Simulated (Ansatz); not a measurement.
# C2H8OSSn: a ladder of functionals and wavefunction methods

The task here is to estimate one member of a computed series from the others.

Computed with Ansatz 0.2.0, Gaussian basis. Level: functionals in def2-TZVPP, the program's frozen cores in correlated methods.

The runs, in order: PBE-D4, r2SCAN-D4, PBE0-D4, B3LYP-D4, ωB97X-V, ωB97M-V, B2PLYP; CCSD(T)/def2-TZVPP; MP2/def2-QZVPP; extrapolation to the limit.

### The geometry

The geometry comes from an earlier relaxation with PBE0-D4 in a triple-zeta def2 set; it is a stationary point, not always the lowest conformer. Sn takes the def2 core potential; no spin-orbit term is included.

SMILES `C[O][SnH2][S]C`, 13 atoms, charge 0, spin multiplicity 1.

Atoms are counted from 1 here; the program's logs count them from 0.

Bond lengths: C1–O2 1.403 Å, C1–H6 1.099 Å, C1–H7 1.094 Å, C1–H8 1.100 Å, O2–Sn3 1.970 Å, Sn3–S4 2.373 Å, Sn3–H9 1.714 Å, Sn3–H10 1.705 Å, S4–C5 1.820 Å, C5–H11 1.089 Å, C5–H12 1.090 Å, C5–H13 1.090 Å. Angles: O2–C1–H6 112.3°, O2–C1–H7 108.4°, O2–C1–H8 112.9°, H6–C1–H7 107.7°, H6–C1–H8 107.8°, H7–C1–H8 107.6°, C1–O2–Sn3 119.8°, O2–Sn3–S4 103.6°, O2–Sn3–H9 104.5°, O2–Sn3–H10 110.5°, S4–Sn3–H9 113.2°, S4–Sn3–H10 109.8°, H9–Sn3–H10 114.6°, Sn3–S4–C5 98.6°, S4–C5–H11 110.8°, S4–C5–H12 111.4°, S4–C5–H13 106.4°, H11–C5–H12 110.2° and more.

Set-up of the first run:

Contents of in.yaml:

```yaml
crystal:
  periodic: [false, false, false]
  atoms:
    - {symbol: C, position_ang: [-1.977922, -1.152135, -0.182168]}
    - {symbol: O, position_ang: [-0.831144, -0.600865, -0.773581]}
    - {symbol: Sn, position_ang: [-0.364521, 1.283707, -0.437703]}
    - {symbol: S, position_ang: [1.993917, 1.331075, -0.699518]}
    - {symbol: C, position_ang: [2.425630, 0.009911, 0.474724]}
    - {symbol: H, position_ang: [-2.901603, -0.822007, -0.677371]}
    - {symbol: H, position_ang: [-1.923675, -2.241484, -0.272455]}
    - {symbol: H, position_ang: [-2.066305, -0.911769, 0.887712]}
    - {symbol: H, position_ang: [-0.870938, 1.568858, 1.174429]}
    - {symbol: H, position_ang: [-1.094008, 2.294909, -1.599969]}
    - {symbol: H, position_ang: [1.908651, -0.915122, 0.223988]}
    - {symbol: H, position_ang: [2.201671, 0.300496, 1.501188]}
    - {symbol: H, position_ang: [3.500256, -0.145575, 0.380715]}
basis:
  gaussian: {orbitals: def2-TZVPP}
hamiltonian: {xc: pbe, dispersion: d4}
output: {forces: true, orbitals: {seedname: orbitals}}
```

On the command line:

```console
ansatz run in.yaml --threads 2 --pin off --events-out ev --progress --plain --max-ram 32768MiB --backend cuda --devices 0, --max-vram 18GiB
```

Among the steps run: PBE-D4 (GGA); r2SCAN-D4 (meta-GGA); PBE0-D4 (hybrid); B3LYP-D4 (hybrid); ωB97X-V (range-separated); ωB97M-V (range-separated); B2PLYP (double hybrid); CCSD(T) in def2-TZVPP; MP2 in def2-QZVPP.

One table of the session follows, with a row left open; its other results are not shown here.

```
            method  atomisation energy (eV)
            PBE-D4                   45.673
         r2SCAN-D4                   45.093
           PBE0-D4                   44.924
          B3LYP-D4                   44.915
           ωB97X-V                   45.286
           ωB97M-V                   45.132
            B2PLYP                   44.371
     HF/def2-TZVPP                   32.147
    MP2/def2-TZVPP                   44.240
   CCSD/def2-TZVPP                        ?
CCSD(T)/def2-TZVPP                   43.986
           MP2/CBS                   45.533
       CCSD(T)/CBS                   45.279
```

**Question.** Estimate the row for CCSD/def2-TZVPP.

As computed: atomisation energy (eV): 43.293. In the column «atomisation energy (eV)» it lies between HF/def2-TZVPP (32.147) and CCSD(T)/def2-TZVPP (43.986).

Limits of these values: Free atoms (2 C, 1 O, 1 Sn, 1 S, 8 H) were run apart at each level; the atomisation energy is their sum less the molecule, without zero-point or spin-orbit terms.
